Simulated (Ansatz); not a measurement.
**C₃H₈Ge: basis-set convergence**

One table from this session's results is given with a row withheld; the runs are named, their logs left out.

The runs use Ansatz 0.2.0, Gaussian basis; one geometry, several basis sets.

Levels to be run: PBE0-D4/def2-SVP; ωB97M-V/def2-SVP; PBE0-D4/def2-QZVPP; ωB97M-V/def2-QZVPP; the functionals' def2-TZVPP values are taken from earlier runs.

## The relaxed structure

An earlier PBE0-D4 in a triple-zeta def2 set relaxation fixed the geometry.

SMILES `C=C[CH2][GeH3]`, 12 atoms, charge 0, spin multiplicity 1.

Atoms are counted from 1 here; the program's logs count them from 0.

Bond lengths: C1–C2 1.328 Å, C1–H5 1.086 Å, C1–H6 1.083 Å, C2–C3 1.485 Å, C2–H7 1.089 Å, C3–Ge4 1.972 Å, C3–H8 1.093 Å, C3–H9 1.094 Å, Ge4–H10 1.539 Å, Ge4–H11 1.537 Å, Ge4–H12 1.540 Å. Angles: C2–C1–H5 121.5°, C2–C1–H6 121.4°, H5–C1–H6 117.1°, C1–C2–C3 125.4°, C1–C2–H7 118.6°, C3–C2–H7 115.9°, C2–C3–Ge4 111.2°, C2–C3–H8 111.4°, C2–C3–H9 111.3°, Ge4–C3–H8 107.8°, Ge4–C3–H9 106.9°, H8–C3–H9 108.0°, C3–Ge4–H10 109.6°, C3–Ge4–H11 109.5°, C3–Ge4–H12 110.3°, H10–Ge4–H11 109.1°, H10–Ge4–H12 108.9°, H11–Ge4–H12 109.4°.

Coordinates:

```tsv
atom	x (Å)	y (Å)	z (Å)
C1	-1.20911	1.66845	0.02436
C2	-0.12245	1.02518	0.43432
C3	-0.04310	-0.42795	0.72882
Ge4	0.93927	-1.38811	-0.68600
H5	-2.15804	1.15588	-0.10166
H6	-1.18817	2.72850	-0.19775
H7	0.80553	1.58443	0.54246
H8	-1.03744	-0.87378	0.80700
H9	0.48665	-0.61474	1.66722
H10	2.31939	-0.73797	-0.89011
H11	0.14844	-1.31059	-2.00210
H12	1.13594	-2.86431	-0.29268
```

The first run:

Contents of in.yaml:

```yaml
crystal:
  periodic: [false, false, false]
  atoms:
    - {symbol: C, position_ang: [-1.209115, 1.668451, 0.024364]}
    - {symbol: C, position_ang: [-0.122453, 1.025183, 0.434322]}
    - {symbol: C, position_ang: [-0.043098, -0.427954, 0.728822]}
    - {symbol: Ge, position_ang: [0.939268, -1.388112, -0.686004]}
    - {symbol: H, position_ang: [-2.158037, 1.155880, -0.101659]}
    - {symbol: H, position_ang: [-1.188171, 2.728501, -0.197747]}
    - {symbol: H, position_ang: [0.805528, 1.584430, 0.542462]}
    - {symbol: H, position_ang: [-1.037443, -0.873777, 0.807004]}
    - {symbol: H, position_ang: [0.486652, -0.614739, 1.667216]}
    - {symbol: H, position_ang: [2.319386, -0.737970, -0.890105]}
    - {symbol: H, position_ang: [0.148445, -1.310586, -2.002098]}
    - {symbol: H, position_ang: [1.135940, -2.864308, -0.292675]}
basis:
  gaussian: {orbitals: def2-SVP}
hamiltonian: {xc: pbe0, dispersion: d4}
output: {orbitals: {seedname: orbitals}}
```

Among the steps run: PBE0-D4 in def2-SVP; ωB97M-V in def2-SVP; PBE0-D4 in def2-QZVPP; ωB97M-V in def2-QZVPP.

One table of the session follows, with a row left open; its other results are not shown here.

It belongs to the step «Functionals by basis». 

| functional | basis | HOMO (eV) | LUMO (eV) |
| --- | --- | --- | --- |
| PBE0-D4 | def2-SVP | ? | ? |
| PBE0-D4 | def2-TZVPP | -7.10 | 0.11 |
| PBE0-D4 | def2-QZVPP | -7.11 | 0.02 |
| ωB97M-V | def2-SVP | -9.23 | 2.48 |
| ωB97M-V | def2-TZVPP | -9.28 | 2.13 |
| ωB97M-V | def2-QZVPP | -9.28 | 1.78 |

Q: Estimate the row for PBE0-D4, def2-SVP from the others.

The run gave: HOMO (eV): -7.06; LUMO (eV): 0.34. In the column «HOMO (eV)» it is the highest.
